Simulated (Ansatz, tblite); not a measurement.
# C24H14S5: one state, many levels

Aim: run the singlet of C24H14S5 at one geometry on many levels, and compare frontier levels, spin and run time.

Method: as each input shows; program: Ansatz 0.2.0, Gaussian basis.

Levels to be run: GFN1-xTB, GFN2-xTB, PBE-D4/def2-TZVP, r2SCAN-D4/def2-TZVP, B3LYP-D4/def2-TZVP, revPBE-D4/def2-TZVP, r2SCAN0-D4/def2-TZVP, LC-ωPBE(0.10)/def2-SVP, LC-ωPBE(0.15)/def2-SVP, LC-ωPBE(0.20)/def2-SVP, LC-ωPBE(0.30)/def2-SVP, PBE-D4/def2-SVP, PBE0-D4/def2-SVP, MP2/def2-SVP, RPA/def2-SVP.

## 1. The geometry

The geometry is that of the singlet, from an earlier relaxation (PBE-D4/def2-SVP).

SMILES `Sc1sc(-c2sc(-c3sc(S)c4ccccc34)c3ccccc23)c2ccccc12`, 43 atoms, charge 0, spin multiplicity 1.

Bond lengths: S1–C2 1.760 Å, S1–H30 1.371 Å, C2–S3 1.734 Å, C2–C29 1.409 Å, S3–C4 1.740 Å, C4–C5 1.443 Å, C4–C24 1.418 Å, C5–S6 1.739 Å, C5–C23 1.417 Å, S6–C7 1.739 Å, C7–C8 1.443 Å, C7–C18 1.417 Å, C8–S9 1.740 Å, C8–C17 1.418 Å, S9–C10 1.734 Å, C10–S11 1.759 Å, C10–C12 1.409 Å, S11–H31 1.371 Å and more. Angles: C2–S1–H30 98.2°, S1–C2–S3 121.4°, S1–C2–C29 127.8°, S3–C2–C29 110.7°, C2–S3–C4 93.9°, S3–C4–C5 120.3°, S3–C4–C24 110.1°, C5–C4–C24 129.6°, C4–C5–S6 120.0°, C4–C5–C23 129.9°, S6–C5–C23 110.1°, C5–S6–C7 94.2°, S6–C7–C8 120.0°, S6–C7–C18 110.2°, C8–C7–C18 129.9°, C7–C8–S9 120.3°, C7–C8–C17 129.6°, S9–C8–C17 110.1° and more.

PBE0-D4/def2-TZVP was run before; its log isn't repeated, and its numbers join the tables.

## 2. GFN1-xTB

Tight binding, by tblite at 300 K electronic temperature and without a spin-polarisation term:

```python
tblite.interface.Calculator('GFN1-xTB', numbers, positions, charge=0, uhf=0).singlepoint()
```

Energy -2087.5552 eV, HOMO -10.14 eV, LUMO -8.86 eV; 0.12 s.

## 3. GFN2-xTB

Tight binding, by tblite at 300 K electronic temperature and without a spin-polarisation term:

```python
tblite.interface.Calculator('GFN2-xTB', numbers, positions, charge=0, uhf=0).singlepoint()
```

Energy -2033.0048 eV, HOMO -9.67 eV, LUMO -8.43 eV; 0.13 s.

## 4. PBE-D4/def2-TZVP

start.molden holds the orbitals of an earlier run on this state, given as this run's starting guess.

in.yaml reads:

```yaml
crystal:
  periodic: [false, false, false]
  atoms:
    - {symbol: S, position_ang: [-6.157122, 1.296676, 3.200827]}
    - {symbol: C, position_ang: [-4.908661, 0.805393, 2.062336]}
    - {symbol: S, position_ang: [-3.281925, 1.389197, 2.199850]}
    - {symbol: C, position_ang: [-2.694424, 0.415481, 0.883035]}
    - {symbol: C, position_ang: [-1.305432, 0.477510, 0.495469]}
    - {symbol: S, position_ang: [-0.062369, 0.469458, 1.710841]}
    - {symbol: C, position_ang: [1.238623, 0.596592, 0.564594]}
    - {symbol: C, position_ang: [2.603603, 0.663528, 1.027686]}
    - {symbol: S, position_ang: [3.024252, 1.681994, 2.373686]}
    - {symbol: C, position_ang: [4.703507, 1.253659, 2.327600]}
    - {symbol: S, position_ang: [5.856905, 1.984283, 3.436854]}
    - {symbol: C, position_ang: [4.956842, 0.348245, 1.277779]}
    - {symbol: C, position_ang: [6.208788, -0.235154, 0.917766]}
    - {symbol: C, position_ang: [6.252851, -1.161662, -0.107513]}
    - {symbol: C, position_ang: [5.062714, -1.553335, -0.798121]}
    - {symbol: C, position_ang: [3.835118, -0.996022, -0.483759]}
    - {symbol: C, position_ang: [3.755226, -0.009700, 0.546062]}
    - {symbol: C, position_ang: [0.724039, 0.641666, -0.754803]}
    - {symbol: C, position_ang: [1.451352, 0.839256, -1.968185]}
    - {symbol: C, position_ang: [0.764790, 0.941043, -3.165127]}
    - {symbol: C, position_ang: [-0.662194, 0.873376, -3.204114]}
    - {symbol: C, position_ang: [-1.400356, 0.704523, -2.046296]}
    - {symbol: C, position_ang: [-0.725512, 0.573388, -0.794327]}
    - {symbol: C, position_ang: [-3.748532, -0.366809, 0.345714]}
    - {symbol: C, position_ang: [-3.678378, -1.355165, -0.683038]}
    - {symbol: C, position_ang: [-4.825343, -2.037602, -1.051125]}
    - {symbol: C, position_ang: [-6.079208, -1.776739, -0.414066]}
    - {symbol: C, position_ang: [-6.179553, -0.850353, 0.607352]}
    - {symbol: C, position_ang: [-5.014066, -0.134070, 1.017517]}
    - {symbol: H, position_ang: [-6.603978, 2.408765, 2.534557]}
    - {symbol: H, position_ang: [5.914083, 0.966938, 4.353665]}
    - {symbol: H, position_ang: [7.111600, 0.065321, 1.470702]}
    - {symbol: H, position_ang: [7.213488, -1.617325, -0.392261]}
    - {symbol: H, position_ang: [5.127091, -2.317217, -1.587782]}
    - {symbol: H, position_ang: [2.922031, -1.313687, -1.007022]}
    - {symbol: H, position_ang: [2.546102, 0.929844, -1.938038]}
    - {symbol: H, position_ang: [1.322214, 1.099180, -4.100754]}
    - {symbol: H, position_ang: [-1.180267, 0.980100, -4.169178]}
    - {symbol: H, position_ang: [-2.498756, 0.690711, -2.076618]}
    - {symbol: H, position_ang: [-2.714237, -1.575562, -1.162689]}
    - {symbol: H, position_ang: [-4.773373, -2.803451, -1.839881]}
    - {symbol: H, position_ang: [-6.971231, -2.336478, -0.735244]}
    - {symbol: H, position_ang: [-7.130313, -0.655808, 1.126025]}
basis:
  gaussian: {orbitals: def2-TZVP, fitting: {mean_field: def2-universal-jkfit}, initial_orbitals: start.molden}
hamiltonian: {xc: pbe, dispersion: d4}
scf: {omitted_lower_state_checks: [starts]}
output: {orbitals: {seedname: orbitals}}
```

On the command line:

```sh
$ ansatz run in.yaml --threads 2 --pin off --events-out ev --progress --plain --max-ram 22528MiB --backend cuda --devices 0, --max-vram 18GiB
```

The runs that follow: r2SCAN-D4/def2-TZVP; B3LYP-D4/def2-TZVP; revPBE-D4/def2-TZVP; r2SCAN0-D4/def2-TZVP; LC-ωPBE(0.10)/def2-SVP; LC-ωPBE(0.15)/def2-SVP; LC-ωPBE(0.20)/def2-SVP; LC-ωPBE(0.30)/def2-SVP; PBE-D4/def2-SVP; PBE0-D4/def2-SVP; MP2/def2-SVP; RPA/def2-SVP.

Q: Predict the results of all the runs planned. Wanted: gap in def2-TZVP, named functionals, smallest and largest; gap over the ω; correlation energy, MP2/def2-SVP; binding an atom, functionals in def2-TZVP; PBE0 total energy, smallest basis above largest.

As calculated:

| quantity | value |
| --- | --- |
| gap in def2-TZVP, named functionals, smallest and largest | 1.48 eV (revPBE-D4), 2.78 eV (r2SCAN0-D4) |
| gap over the ω (1/bohr) | 4.03 eV at 0.1, 6.00 eV at 0.3 |
| correlation energy, MP2/def2-SVP | -103.75 eV |
| binding an atom, functionals in def2-TZVP | 5.14 (r2SCAN0-D4) to 5.46 eV (PBE-D4) |
| PBE0 total energy, smallest basis above largest | 44.76 eV (def2-SVP, def2-TZVP) |

Over the named functionals in def2-TZVP the gap runs from 1.48 eV (revPBE-D4) to 2.78 eV (r2SCAN0-D4); exact exchange widens it. Raising the ω (1/bohr) from 0.1 to 0.3 moves the HOMO by -1.19 eV and the LUMO by +0.78 eV.
